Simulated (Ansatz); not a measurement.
**CoHO (singlet): from Hartree-Fock to the top rungs, def2-TZVPP**

The task here is to estimate one member of a computed series from the others.

Method: def2-TZVPP, core rule «outside noble gas», up to 10 orbitals frozen; program: Ansatz 0.2.0, Gaussian basis.

The runs, in order: UHF; CCSD(T) on RHF; CCSD(T) on UHF; CCSDT(Q) on RHF; CCSDT(Q) on UHF; CASSCF and NEVPT2, 16 electrons in 11 orbitals.

4 further runs of the same task are left out: 4 set aside as unsound or not needed.

**What is computed**

The geometry is a PBE0/def2-TZVP stationary point (not a proven minimum) of the parent state, kept for this charge and spin.

3 atoms, charge 0, spin multiplicity 1.

Atoms are counted from 1 here; the program's logs count them from 0.

Bond lengths: Co1–O2 1.569 Å, Co1–H3 1.489 Å. Angles: O2–Co1–H3 104.4°.

The first run:

in.yaml

```yaml
crystal:
  periodic: [false, false, false]
  atoms:
    - {symbol: Co, position_ang: [0.000000, -0.043234, 0.323378]}
    - {symbol: O, position_ang: [0.000000, 0.073109, -1.241595]}
    - {symbol: H, position_ang: [0.000000, 1.367368, 0.800755]}
basis:
  gaussian: {orbitals: def2-TZVPP}
magnetization: {spin_polarized: true, initial_magnetization: 0}
hamiltonian: {xc: hf}
output: {orbitals: {seedname: orbitals}}
```

Launch:

```console
$ ansatz run in.yaml --threads 1 --pin off --events-out ev --progress --plain --max-ram 3968MiB --backend cpu
```

Among the steps run: UHF; CCSD(T) on RHF; CCSD(T) on UHF; CCSDT(Q) on RHF; CCSDT(Q) on UHF; CASSCF and NEVPT2, 16 electrons in 11 orbitals.

One of the session's tables, all rows but one given; the rest of the session is left out.

It belongs to the step «Misses and costs». 

```
        method  from RCCSDT(Q) (meV)
           RHF              +20199.7
          RMP2                +884.6
          UMP2                     ?
         RCCSD               +1910.2
         UCCSD               +1410.7
      RCCSD(T)                +258.2
      UCCSD(T)                +225.1
        RCCSDT                +345.0
        UCCSDT                 +18.9
     RCCSDT(Q)                     0
     UCCSDT(Q)                -562.5
CASSCF valence              +14559.0
NEVPT2 valence               +1812.9
```

Estimate the missing values for UMP2.

The run gave: from RCCSDT(Q) (meV): +663.6. In the column «from RCCSDT(Q) (meV)» it lies between RCCSDT (+345.0) and RMP2 (+884.6).

Left out of the table: UHF (another determinant or state than the rows shown).

Limits of these values: The determinant is far from a pure spin state, so its energy mixes those of several spin states (harmless only where they are near-degenerate, as at dissociation). The program flags RCCSD(T), UCCSD(T), UCCSDT(Q) as in doubt, so those rows may rest on another solution; read them beside their warnings. Warnings: restricted reference is unstable; spin contamination; coupled cluster took another determinant than the lowest; large T1 diagnostic. Restricted and unrestricted rows rest on different reference determinants; where their highest levels disagree by more than a few hundredths of an eV, they describe different states and don't form one ladder.
